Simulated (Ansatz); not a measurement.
**C7H19NSn: up Jacob's ladder to CCSD(T)**

How much do the methods differ for C7H19NSn? The plan is to run it at one geometry with functionals of several rungs and with coupled cluster, and see how far each lands from CCSD(T) at the basis-set limit for the atomisation energy.

Method: functionals in def2-TZVPP, the program's frozen cores in correlated methods; program: Ansatz 0.2.0, Gaussian basis.

Levels to be run: PBE-D4, r2SCAN-D4, PBE0-D4, B3LYP-D4, ωB97X-V, ωB97M-V, B2PLYP; CCSD(T)/def2-TZVPP; MP2/def2-QZVPP; extrapolation to the limit.

### Step 1. The relaxed structure

An earlier PBE0-D4 in a triple-zeta def2 set relaxation fixed the geometry. Sn takes the def2 core potential; no spin-orbit term is included.

SMILES `CC[N](CC)[Sn]([CH3])([CH3])[CH3]`, 28 atoms, charge 0, spin multiplicity 1.

Atoms are counted from 1 here; the program's logs count them from 0.

Bond lengths: C1–C2 1.517 Å, C1–H10 1.092 Å, C1–H11 1.093 Å, C1–H12 1.093 Å, C2–N3 1.447 Å, C2–H13 1.107 Å, C2–H14 1.099 Å, N3–C4 1.448 Å, N3–Sn6 2.062 Å, C4–C5 1.517 Å, C4–H15 1.106 Å, C4–H16 1.098 Å, C5–H17 1.093 Å, C5–H18 1.092 Å, C5–H19 1.093 Å, Sn6–C7 2.138 Å, Sn6–C8 2.148 Å, Sn6–C9 2.149 Å and more. Angles: C2–C1–H10 110.2°, C2–C1–H11 110.8°, C2–C1–H12 112.0°, H10–C1–H11 108.8°, H10–C1–H12 107.9°, H11–C1–H12 107.1°, C1–C2–N3 112.3°, C1–C2–H13 109.2°, C1–C2–H14 108.2°, N3–C2–H13 113.7°, N3–C2–H14 107.8°, H13–C2–H14 105.3°, C2–N3–C4 114.1°, C2–N3–Sn6 116.4°, C4–N3–Sn6 116.6°, N3–C4–C5 112.2°, N3–C4–H15 113.7°, N3–C4–H16 107.8° and more.

### Step 2. PBE-D4 (GGA)

The input, in.yaml:

```yaml
crystal:
  periodic: [false, false, false]
  atoms:
    - {symbol: C, position_ang: [0.887579, -1.719381, -2.001770]}
    - {symbol: C, position_ang: [-0.275774, -1.803328, -1.031535]}
    - {symbol: N, position_ang: [-0.677826, -0.501269, -0.543833]}
    - {symbol: C, position_ang: [-2.048988, -0.440791, -0.083664]}
    - {symbol: C, position_ang: [-2.619070, 0.963194, -0.160780]}
    - {symbol: Sn, position_ang: [0.715536, 0.530391, 0.572680]}
    - {symbol: C, position_ang: [1.393973, 2.162755, -0.630609]}
    - {symbol: C, position_ang: [-0.198371, 1.219629, 2.390839]}
    - {symbol: C, position_ang: [2.331308, -0.789459, 1.087849]}
    - {symbol: H, position_ang: [0.630154, -1.073202, -2.843824]}
    - {symbol: H, position_ang: [1.145092, -2.710179, -2.384646]}
    - {symbol: H, position_ang: [1.786266, -1.313957, -1.528847]}
    - {symbol: H, position_ang: [-0.029028, -2.522539, -0.227645]}
    - {symbol: H, position_ang: [-1.132013, -2.243650, -1.560393]}
    - {symbol: H, position_ang: [-2.192946, -0.837898, 0.939004]}
    - {symbol: H, position_ang: [-2.650700, -1.091273, -0.732770]}
    - {symbol: H, position_ang: [-2.075813, 1.660418, 0.482708]}
    - {symbol: H, position_ang: [-2.561201, 1.337302, -1.185214]}
    - {symbol: H, position_ang: [-3.663913, 0.976090, 0.160000]}
    - {symbol: H, position_ang: [1.835044, 1.778741, -1.551384]}
    - {symbol: H, position_ang: [2.139071, 2.757799, -0.100317]}
    - {symbol: H, position_ang: [0.547865, 2.800590, -0.889693]}
    - {symbol: H, position_ang: [-1.021611, 0.564299, 2.678749]}
    - {symbol: H, position_ang: [-0.580465, 2.234701, 2.278831]}
    - {symbol: H, position_ang: [0.545994, 1.213240, 3.188937]}
    - {symbol: H, position_ang: [3.147670, -0.711083, 0.369316]}
    - {symbol: H, position_ang: [2.709932, -0.522725, 2.075985]}
    - {symbol: H, position_ang: [1.986833, -1.824115, 1.116024]}
basis:
  gaussian: {orbitals: def2-TZVPP}
hamiltonian: {xc: pbe, dispersion: d4}
output: {forces: true, orbitals: {seedname: orbitals}}
```

Further steps of the session: r2SCAN-D4 (meta-GGA); PBE0-D4 (hybrid); B3LYP-D4 (hybrid); ωB97X-V (range-separated); ωB97M-V (range-separated); B2PLYP (double hybrid); CCSD(T) in def2-TZVPP; MP2 in def2-QZVPP.

Q: Predict the results of all the runs planned. Wanted: atomisation energy, CCSD(T)/CBS; farthest; mean size of error, hybrid; mean size of error, range-separated; gap, smallest and largest; T1 diagnostic; triples share of the correlation energy.

**Answer**, as computed:

| quantity | value |
| --- | --- |
| atomisation energy, CCSD(T)/CBS | 109.118 eV |
| functionals within 1.091 eV (1.0 %) | r2SCAN-D4, PBE0-D4, B3LYP-D4, ωB97X-V, ωB97M-V |
| farthest | B2PLYP (-1.546 eV) |
| mean size of error, hybrid | 0.179 eV |
| mean size of error, range-separated | 0.062 eV |
| gap, smallest and largest | 4.12 eV (PBE-D4), 10.32 eV (ωB97X-V) |
| T1 diagnostic | 0.0107 |
| triples share of the correlation energy | 3.8 % |

In words: PBE-D4 misses by +1.370 eV. Double hybrids carry the basis error of their MP2 part in triple zeta, and no dispersion term here, so their miss is partly the set-up's. Misses under about 1.091 eV are within the doubt on the reference itself, which lacks core-valence correlation, spin-orbit coupling and higher excitations, and its outer-core shells are covered unevenly. All levels share the lack of spin-orbit coupling, which lowers the free heavy atoms and so the true binding. Hartree-Fock recovers 74 % of the binding; the rest is correlation. Orbital gaps span 4.1 to 10.3 eV; exact exchange widens them. Correlated methods include outer-core shells of Sn, which these sets cover unevenly.
